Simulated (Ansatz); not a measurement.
# CH8InNSi2: small, medium and large basis sets

The task here is to estimate one member of a computed series from the others.

Computed with Ansatz 0.2.0, Gaussian basis. Level: one geometry, several basis sets.

Levels to be run: PBE0-D4/def2-SVP; ωB97M-V/def2-SVP; PBE0-D4/def2-QZVPP; ωB97M-V/def2-QZVPP; the functionals' def2-TZVPP values are taken from earlier runs.

1 further run of the same task is left out (for a known fault of the program).

**The relaxed structure**

All runs share one geometry, relaxed beforehand with PBE0-D4 in a triple-zeta def2 set. In takes the def2 core potential; no spin-orbit term is included.

SMILES `[InH2][CH2]N1[SiH2][SiH2]1`, 13 atoms, charge 0, spin multiplicity 1.

Atoms are counted from 1 here; the program's logs count them from 0.

Bond lengths: In1–C2 2.176 Å, In1–H6 1.728 Å, In1–H7 1.729 Å, C2–N3 1.457 Å, C2–H8 1.091 Å, C2–H9 1.091 Å, N3–Si4 1.737 Å, N3–Si5 1.737 Å, Si4–Si5 2.226 Å, Si4–H10 1.489 Å, Si4–H11 1.489 Å, Si5–H12 1.489 Å, Si5–H13 1.489 Å. Angles: C2–In1–H6 119.0°, C2–In1–H7 119.0°, H6–In1–H7 120.9°, In1–C2–N3 99.9°, In1–C2–H8 113.6°, In1–C2–H9 113.6°, N3–C2–H8 110.7°, N3–C2–H9 110.6°, H8–C2–H9 108.3°, C2–N3–Si4 139.9°, C2–N3–Si5 139.8°, Si4–N3–Si5 79.7°, N3–Si4–Si5 50.2°, N3–Si4–H10 117.1°, N3–Si4–H11 116.6°, Si5–Si4–H10 125.9°, Si5–Si4–H11 123.6°, H10–Si4–H11 109.0° and more.

Geometry (Å):

| atom | x (Å) | y (Å) | z (Å) |
| --- | --- | --- | --- |
| In1 | -1.9648 | 1.3034 | -0.1517 |
| C2 | -1.1297 | -0.5683 | 0.5786 |
| N3 | 0.2522 | -0.4130 | 0.1435 |
| Si4 | 1.2888 | -0.8630 | -1.1760 |
| Si5 | 1.7902 | 0.1019 | 0.7661 |
| H6 | -1.8154 | 2.7248 | 0.8205 |
| H7 | -2.4774 | 1.4053 | -1.7995 |
| H8 | -1.5790 | -1.4534 | 0.1257 |
| H9 | -1.1817 | -0.6756 | 1.6631 |
| H10 | 1.0807 | -0.1603 | -2.4718 |
| H11 | 1.4443 | -2.3211 | -1.4359 |
| H12 | 2.3168 | -0.6420 | 1.9438 |
| H13 | 1.9749 | 1.5615 | 0.9936 |

The first run:

The input, in.yaml:

```yaml
crystal:
  periodic: [false, false, false]
  atoms:
    - {symbol: In, position_ang: [-1.964773, 1.303431, -0.151660]}
    - {symbol: C, position_ang: [-1.129730, -0.568314, 0.578607]}
    - {symbol: N, position_ang: [0.252197, -0.413050, 0.143455]}
    - {symbol: Si, position_ang: [1.288822, -0.863012, -1.175956]}
    - {symbol: Si, position_ang: [1.790219, 0.101898, 0.766095]}
    - {symbol: H, position_ang: [-1.815373, 2.724775, 0.820458]}
    - {symbol: H, position_ang: [-2.477370, 1.405269, -1.799471]}
    - {symbol: H, position_ang: [-1.578952, -1.453425, 0.125655]}
    - {symbol: H, position_ang: [-1.181704, -0.675627, 1.663074]}
    - {symbol: H, position_ang: [1.080687, -0.160318, -2.471756]}
    - {symbol: H, position_ang: [1.444300, -2.321091, -1.435906]}
    - {symbol: H, position_ang: [2.316794, -0.642012, 1.943825]}
    - {symbol: H, position_ang: [1.974895, 1.561455, 0.993581]}
basis:
  gaussian: {orbitals: def2-SVP}
hamiltonian: {xc: pbe0, dispersion: d4}
output: {orbitals: {seedname: orbitals}}
```

Command:

```bash
> ansatz run in.yaml --threads 2 --pin off --events-out ev --progress --plain --max-ram 20480MiB --backend cpu
```

Steps of the session up to this table: PBE0-D4 in def2-SVP; ωB97M-V in def2-SVP; PBE0-D4 in def2-QZVPP; ωB97M-V in def2-QZVPP.

One of the session's tables, all rows but one given; the rest of the session is left out.

It belongs to the step «Density functionals: the series». 

```
functional       basis  HOMO (eV)  LUMO (eV)
   PBE0-D4    def2-SVP      -6.09      -1.47
   PBE0-D4  def2-TZVPP      -6.15      -1.55
   PBE0-D4  def2-QZVPP      -6.16      -1.56
   ωB97M-V    def2-SVP          ?          ?
   ωB97M-V  def2-TZVPP      -8.22      -0.11
   ωB97M-V  def2-QZVPP      -8.24      -0.15
```

Q: Estimate the row for ωB97M-V, def2-SVP from the others.

**Answer.** HOMO (eV): -8.14; LUMO (eV): 0.09. In the column «HOMO (eV)» it lies between ωB97M-V, def2-TZVPP (-8.22) and PBE0-D4, def2-QZVPP (-6.16).
